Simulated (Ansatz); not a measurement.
What does this script print? It uses Ansatz's Python interface.

Script `c2h6alb_torsion.py`:
```python
"""Rigid torsion scan of C2H6AlB."""

from dataclasses import dataclass

import ansatz as az
from ase import Atoms


@dataclass(frozen=True)
class Settings:
    basis: str = "cc-pVDZ"
    xc: str = "R2SCAN0"
    fmax: float = 0.02


opts = Settings()

atoms = Atoms(["C", "B", "C", "Al", "H", "H", "H", "H", "H", "H"], positions=[
    [-1.4714, 0.7303, -0.4898],
    [-0.1818, 0.0207, -0.1246],
    [0.6188, -0.967, 0.8228],
    [2.026, -0.1716, -0.2596],
    [-1.4357, 1.1744, -1.5481],
    [-1.6904, 1.6225, 0.2114],
    [-2.3419, 0.0652, -0.4469],
    [0.465, -2.0212, 0.6416],
    [0.6565, -0.6215, 1.9379],
    [3.4381, 0.1171, -0.7417],
])

# start the scan from a relaxed geometry
first = az.Crystal.molecule_from_ase(atoms).calculation()
first = first.basis(gaussian=opts.basis)
first = first.functional(opts.xc).relax(force_tolerance=opts.fmax, max_steps=80)
atoms.positions = first.run(threads=1, pin="off").report["positions_ang"]

start = atoms.get_dihedral(2, 1, 0, 4)
energies = {}
for turn in range(0, 121, 20):
    turned = atoms.copy()
    turned.set_dihedral(2, 1, 0, 4, start + turn, indices=[0, 4, 5, 6])
    base = (
        az.Crystal.molecule_from_ase(turned).calculation()
        .basis(gaussian=opts.basis)
        .functional(opts.xc)
    )
    energies[round((start + turn) % 360)] = base.run(threads=1, pin="off").report["free_energy_ev"]
floor = min(energies.values())
print("dihedral C2-B1-C0-H4 (deg)   E - E(min) (eV)")
for angle, e in sorted(energies.items()):
    print(f"{angle:8d} {(e - floor):14.3f}  " + "#" * int(30 * (e - floor) / max(max(energies.values()) - floor, 1e-9)))
```

```console
$ python c2h6alb_torsion.py
dihedral C2-B1-C0-H4 (deg)   E - E(min) (eV)
     238          0.000
     258          0.009  ######
     278          0.028  #####################
     298          0.040  ##############################
     318          0.032  ########################
     338          0.014  ##########
     358          0.003  ##
```

The scan is rigid and the energies are electronic, in a modest basis. With rigid groups the curve can differ much from the relaxed path, the start wasn't checked as a minimum of this torsion, and equivalent turns needn't return to the same energy. Run time: 2.6 min on 1 thread of Intel(R) Xeon(R) Platinum 8259CL CPU @ 2.50GHz (Skylake/Cascade Lake), with other jobs on the host, peak memory 0.27 GiB.

(Lines on the test bed's own set-up are left out of the output.)
